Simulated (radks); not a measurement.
# Rb⁺ in [Kr]: an all-electron calculation

One table from this session's results is given with a row withheld; the runs are named, their logs left out.

Method: scalar-relativistic Kohn-Sham, PBE, spin-unpolarised, spherical densities, point nucleus. Code: radks (a radial shooting solver on a logarithmic mesh, Libxc functionals) version 1.

**Starting point**

- element: rubidium (Z = 37)
- charge: +1
- electrons: 36
- configuration: [Kr]

Outer shells as boxes (Hund's rule):

Rb⁺
```
[Ar] core
3d [↑↓][↑↓][↑↓][↑↓][↑↓]
4s [↑↓]
4p [↑↓][↑↓][↑↓]
```

Set-up of the first run:

The run's settings:

```text
Z 37
configuration [Kr]
relativity scalar-relativistic
functional pbe,pbe
spin unpolarised
nucleus point
c 137.035999084
```

Launch:

```
$ python run_ks.py task.json out
```

This one command runs every case of the session in turn.

Among the steps run: Self-consistent calculation.

One table of the session follows, with a row left open; its other results are not shown here.

It belongs to the step «Shells». From the orbitals of this run (lengths in bohr):

| level | <r> | outermost maximum (interpolated) | 90 % within | nodes |
| --- | --- | --- | --- | --- |
| 1s | 0.04029 | 0.0263 | 0.0721 | 0 |
| 2s | 0.1778 | 0.150 | 0.275 | 1 |
| 2p | 0.1551 | 0.120 | 0.253 | 0 |
| 3s | 0.5105 | 0.451 | 0.758 | 2 |
| 3p | ? | ? | ? | ? |
| 3d | 0.5253 | 0.393 | 0.856 | 0 |
| 4s | 1.453 | 1.26 | 2.14 | 3 |
| 4p | 1.714 | 1.43 | 2.59 | 2 |

**Question.** Estimate the row for 3p.

The run gave: <r>: 0.5187; outermost maximum (interpolated): 0.446; 90 % within: 0.789; nodes: 1. In the column «<r>» it lies between 3s (0.5105) and 3d (0.5253).
